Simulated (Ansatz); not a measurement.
# GaH2+ (triplet): from Hartree-Fock to the top rungs at scale of all distances = 2.030, aug-cc-pVTZ

Aim: climb from Hartree-Fock through coupled cluster and multireference methods for GaH2+ (triplet) at one geometry and basis, and see what each rung misses.

Computed with Ansatz 0.2.0, Gaussian basis. Level: aug-cc-pVTZ, core rule «outside noble gas», up to 14 orbitals frozen.

The runs, in order: UHF; CCSD(T) on ROHF; CCSD(T) on UHF; BCCD(T) on ROHF; CCSDT(Q) on ROHF; CCSDT(Q) on UHF; CASSCF and NEVPT2, 4 electrons in 6 orbitals; Full CI.

8 further runs of the same task are left out: 6 that didn't finish, 2 set aside as unsound or not needed.

## (1) What is computed

The geometry derives from a PBE0/def2-TZVP stationary point (not a proven minimum). All distances are scaled together. No spin-orbit coupling is included. The filled d shell of Ga may be among the frozen orbitals whatever the setting's name suggests; the logs give the count.

3 atoms, charge 1, spin multiplicity 3.

Atoms are counted from 1 here; the program's logs count them from 0.

No contacts short enough for the rule that draws bonds.

## (2) UHF

in.yaml

```yaml
crystal:
  periodic: [false, false, false]
  atoms:
    - {symbol: Ga, position_ang: [0.000000, 0.000000, -0.081642]}
    - {symbol: H, position_ang: [0.000000, 2.107652, 2.823747]}
    - {symbol: H, position_ang: [0.000000, -2.107652, 2.823747]}
basis:
  gaussian: {orbitals: aug-cc-pVTZ}
total_charge: 1
magnetization: {spin_polarized: true, initial_magnetization: 2}
hamiltonian: {xc: hf}
output: {orbitals: {seedname: orbitals}}
```

Command:

```bash
> ansatz run in.yaml --threads 1 --pin off --events-out ev --progress --plain --max-ram 2393MiB
```

Further steps of the session: CCSD(T) on ROHF; CCSD(T) on UHF; BCCD(T) on ROHF; CCSDT(Q) on ROHF; CCSDT(Q) on UHF; CASSCF and NEVPT2, 4 electrons in 6 orbitals; Full CI.

**Question.** What will the summary of the whole plan be? Wanted: FCI below the RHF energy; RMP2 from FCI; UMP2 from FCI; RCCSD from FCI; RCCSD(T) from FCI; UCCSD(T) from FCI; RCCSDT(Q) from FCI; UCCSDT(Q) from FCI; NEVPT2 valence from FCI.

The runs gave:

| quantity | value |
| --- | --- |
| FCI below the RHF energy | -1.0350 eV |
| RMP2 from FCI | +302.6 meV |
| UMP2 from FCI | +302.5 meV |
| RCCSD from FCI | +2.6 meV |
| RCCSD(T) from FCI | +0.7 meV |
| UCCSD(T) from FCI | +0.7 meV |
| RCCSDT(Q) from FCI | 0.0 meV |
| UCCSDT(Q) from FCI | 0.0 meV |
| NEVPT2 valence from FCI | +27.4 meV |
| levels within 1 kcal/mol (43 meV) | RCCSD, UCCSD, RCCSD(T), UCCSD(T), BCCD(T), RCCSDT, UCCSDT, RCCSDT(Q), UCCSDT(Q), NEVPT2 valence |
| T1 diagnostic | 0.005 |
| effectively unpaired electrons | 2.04 |

In words: RCCSD(T) lands +0.7 meV from the yardstick (0.1 % of the correlation energy). One determinant dominates. These misses are within one basis, not against nature; the frozen cores of restricted and unrestricted runs differ, which can shift their rows.
